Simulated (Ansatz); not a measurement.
# AlH5OSeSi: how energies converge with the basis set

One table from this session's results is given with a row withheld; the runs are named, their logs left out.

The runs use Ansatz 0.2.0, Gaussian basis; one geometry, several basis sets.

The runs, in order: PBE0-D4/def2-SVP; ωB97M-V/def2-SVP; PBE0-D4/def2-QZVPP; ωB97M-V/def2-QZVPP; the functionals' def2-TZVPP values are taken from earlier runs.

### The geometry

The geometry comes from an earlier relaxation with PBE0-D4 in a triple-zeta def2 set; it is a stationary point, not always the lowest conformer.

SMILES `[OH][AlH][SiH2][SeH]`, 9 atoms, charge 0, spin multiplicity 1.

Atoms are counted from 1 here; the program's logs count them from 0.

Bond lengths: O1–Al2 1.699 Å, O1–H5 0.956 Å, Al2–Si3 2.441 Å, Al2–H6 1.587 Å, Si3–Se4 2.294 Å, Si3–H7 1.491 Å, Si3–H8 1.491 Å, Se4–H9 1.469 Å. Angles: Al2–O1–H5 124.4°, O1–Al2–Si3 111.2°, O1–Al2–H6 119.8°, Si3–Al2–H6 129.0°, Al2–Si3–Se4 106.5°, Al2–Si3–H7 113.0°, Al2–Si3–H8 113.2°, Se4–Si3–H7 109.8°, Se4–Si3–H8 108.6°, H7–Si3–H8 105.7°, Si3–Se4–H9 92.4°.

The first run:

File in.yaml:

```yaml
crystal:
  periodic: [false, false, false]
  atoms:
    - {symbol: O, position_ang: [-0.375823, 1.697653, -0.948584]}
    - {symbol: Al, position_ang: [-0.007197, 1.129954, 0.610304]}
    - {symbol: Si, position_ang: [0.243361, -1.298366, 0.628974]}
    - {symbol: Se, position_ang: [0.099912, -1.983505, -1.555481]}
    - {symbol: H, position_ang: [-0.512789, 2.617762, -1.169523]}
    - {symbol: H, position_ang: [0.127212, 2.156681, 1.812756]}
    - {symbol: H, position_ang: [-0.800283, -1.984883, 1.443777]}
    - {symbol: H, position_ang: [1.551215, -1.749796, 1.183422]}
    - {symbol: H, position_ang: [-0.237106, -0.631702, -2.022546]}
basis:
  gaussian: {orbitals: def2-SVP}
hamiltonian: {xc: pbe0, dispersion: d4}
output: {orbitals: {seedname: orbitals}}
```

Steps of the session up to this table: PBE0-D4 in def2-SVP; ωB97M-V in def2-SVP; PBE0-D4 in def2-QZVPP; ωB97M-V in def2-QZVPP.

One of the session's tables, all rows but one given; the rest of the session is left out.

It belongs to the step «Density functionals: the series». 

```
functional       basis  HOMO (eV)  LUMO (eV)
   PBE0-D4    def2-SVP      -6.63      -1.45
   PBE0-D4  def2-TZVPP          ?          ?
   PBE0-D4  def2-QZVPP      -6.82      -1.60
   ωB97M-V    def2-SVP      -8.74       0.28
   ωB97M-V  def2-TZVPP      -8.94       0.09
   ωB97M-V  def2-QZVPP      -8.96      -0.06
```

**Question.** Estimate the row for PBE0-D4, def2-TZVPP.

**Answer.** HOMO (eV): -6.80; LUMO (eV): -1.56. In the column «HOMO (eV)» it lies between PBE0-D4, def2-QZVPP (-6.82) and PBE0-D4, def2-SVP (-6.63).
